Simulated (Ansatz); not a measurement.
Ti3S2:

```
Ti S
1.0
     2.71311    1.56642    3.23762
    -2.71311    1.56642    3.23762
     0.00000   -3.13283    3.23762
Ti S
3 2
Cartesian
  -0.9107 -1.5555 3.2376
  1.8024 -0.0109 3.2376
  -0.8918 1.5664 3.2376
  0.0000 0.0000 1.6302
  0.0000 0.0000 8.0827
```

The cell comes from a database or a generator and needn't be the stable form of this composition.

Base run:

| Item | Value |
| --- | --- |
| Program | Ansatz 0.2.0 |
| Functional | PBEsol |
| Potentials or basis | Ansatz PAW |
| Cutoff | 420 eV (not typed: the program's choice for these potentials) |
| k mesh | 6 × 6 × 6 |
| Occupations | fermi-dirac, width 0.05 eV |
| Spin | no spin polarisation |
| Hubbard terms | Ti d U = 6 eV |

Its results: pressure 8.8 GPa; largest force 0.556 eV/Å.

The run is repeated on the same cell with these changes: hubbard terms from Ti d U = 6 eV to none; hubbard projectors from ortho-atomic (the default) to none. What comes out?

Pressure -4.5 GPa; largest force 0.044 eV/Å.

Caveats: the PAW data sets come from PBE, with cores solved anew for the run's functional, which leaves a small shift of forces and pressure; the density of states is complete only up to the lowest level of the last band computed.
